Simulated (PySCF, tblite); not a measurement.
# C₄H₁₂FNSi₂: geometry, infrared bands and NMR shifts

Aim: predict the infrared bands and NMR shifts of C₄H₁₂FNSi₂ (`C=C(F)C[Si@@](C)(N)[SiH3]`).

Programs: tblite 0.8.0 and PySCF 2.14.0, with density-fitted response routines of our own. Each step states its level of theory. These are calculated values for one molecule in the gas phase, unless marked as measured. Atoms count from 0, in the outputs and in this text.

## 1. The molecule as given

20 atoms, charge 0, multiplicity 1; geometry from: force field or distance geometry start.

Bonds of the start (Å): C0–C1 1.34, C1–F2 1.36, C1–C3 1.50, C3–Si4 1.88, Si4–C5 1.87, Si4–N6 1.72, Si4–Si7 2.36, C0–H8 1.08, C0–H9 1.08, C3–H10 1.11, C3–H11 1.10, C5–H12 1.10, C5–H13 1.09, C5–H14 1.09, N6–H15 1.03, N6–H16 1.02, Si7–H17 1.47, Si7–H18 1.49, Si7–H19 1.49.

## 2. Optimising the geometry with GFN2-xTB

What the job is given:

```
{"job": {"kind": "relax", "xc": "GFN2-xTB", "basis": "xTB"}, "charge": 0, "multiplicity": 1}
C      2.833100     0.270900    -1.178200
C      2.030700     0.106500    -0.120800
F      2.231900     0.928600     0.943400
C      0.998400    -0.969300     0.000300
Si    -0.785600    -0.370500     0.040800
C     -1.146200     0.751800    -1.411900
N     -1.851500    -1.715100    -0.043900
Si    -1.103000     0.889300     2.008300
H      2.756300    -0.365500    -2.051300
H      3.562200     1.064100    -1.179400
H      1.193600    -1.546700     0.923900
H      1.098400    -1.691900    -0.817800
H     -0.506100     1.641300    -1.382300
H     -2.178200     1.089400    -1.404100
H     -0.968900     0.242800    -2.355300
H     -1.747900    -2.310700     0.793900
H     -2.822400    -1.405100    -0.032600
H     -0.289900     2.117200     1.987600
H     -2.550900     1.247800     2.095500
H     -0.758900     0.035700     3.180800
```

Run with:

```bash
> OMP_NUM_THREADS=1 python probes_run.py task.json out
```

One launch serves the whole session: the jobs run in the order shown.

**Question.** This job is followed by: GFN2-xTB harmonic vibrations, gas phase; GIAO PBE0/pcSseg-1 NMR shielding, non-relativistic, gas phase. What will the session give for the following? strongest single infrared mode (GFN2-xTB); zero-point energy (GFN2-xTB); 13C shifts against TMS (PBE0/pcSseg-1); 1H shifts against TMS (PBE0/pcSseg-1, means over atoms taken as alike); 19F shifts against CFCl3 (PBE0/pcSseg-1); 29Si shifts against TMS (PBE0/pcSseg-1); 15N shifts against NH3 (PBE0/pcSseg-1).

The runs gave:

| quantity | value |
| --- | --- |
| strongest single infrared mode (GFN2-xTB) | 779 cm⁻¹, 540 km/mol |
| zero-point energy (GFN2-xTB) | 92.7 kcal/mol |
| 13C shifts against TMS (PBE0/pcSseg-1) | 176.7, 92.7, 30.3, 0.9 ppm |
| 1H shifts against TMS (PBE0/pcSseg-1, means over atoms taken as alike) | 4.64, 4.31, 3.27, 2.09, 1.93, 0.32, 0.04 ppm |
| 19F shifts against CFCl3 (PBE0/pcSseg-1) | -85.3 ppm |
| 29Si shifts against TMS (PBE0/pcSseg-1) | -3.3, -119.7 ppm |
| 15N shifts against NH3 (PBE0/pcSseg-1) | 18.9 ppm |

**Reading.** Over 89 steps the energy fell by 0.314 eV; of the close pairs, C3–Si4 changed most, 1.882 to 1.934 Å. No mode is imaginary among the 54: a minimum at this level. The strongest single mode, at 779 cm⁻¹, is carried by H19, H17, H18. Unscaled tight-binding wavenumbers are off by several per cent, some by more. Its intensities can rank the bands wrongly. At PBE0/pcSseg-1: The widest tensor belongs to F2: span 185 ppm, with a paramagnetic part of -222 ppm.
